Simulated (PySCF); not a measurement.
# C2H6AlNO: the cost of one run

Programs: PySCF 2.14.0, with density-fitted response routines of our own. Each step states its level of theory. These are calculated values for one molecule in the gas phase, unless marked as measured. Atoms are numbered from 0 throughout.

## 1. Starting geometry

11 atoms, charge 0, multiplicity 1; geometry from: GFN2-xTB. The atoms were then displaced at random by about 0.01 Å, so the start is not that level's minimum.

Bonds of the start (Å): C0–N1 1.14, N1–Al2 2.05, Al2–O3 1.62, O3–C4 1.41, C0–H5 1.07, Al2–H6 1.53, Al2–H7 1.57, C4–H8 1.11, C4–H9 1.11, C4–H10 1.08.

## 2. Relaxing the molecule at PBE0-D3(BJ)/def2-SVP

The job: settings as JSON, then the geometry in Å.

```
{"job": {"xc": "PBE0", "basis": "def2-SVP", "d3": "d3bj", "grid": 1, "shake": 0.01, "kind": "geom"}, "charge": 0, "multiplicity": 1}
C      2.501810     0.995070    -0.207000
N      1.884690     0.117770    -0.591250
Al     0.448780    -1.301440    -0.255640
O     -0.795110    -0.308030     0.048790
C     -1.952730     0.469740     0.285260
H      3.040310     1.856140     0.127100
H      0.451430    -2.113270    -1.552780
H      1.238110    -1.815420     1.003370
H     -1.657290     1.524480     0.473300
H     -2.476560     0.120350     1.198180
H     -2.645330     0.428780    -0.545000
```

Launch:

```console
$ OMP_NUM_THREADS=1 python probes_run.py task.json out
```

This one command runs all jobs of the session in turn.

Q: Estimate the wall time and peak memory of this first job on 1 thread of Arm Neoverse V1, shared host.

About 1.7 min, with a peak of 0.43 GiB.
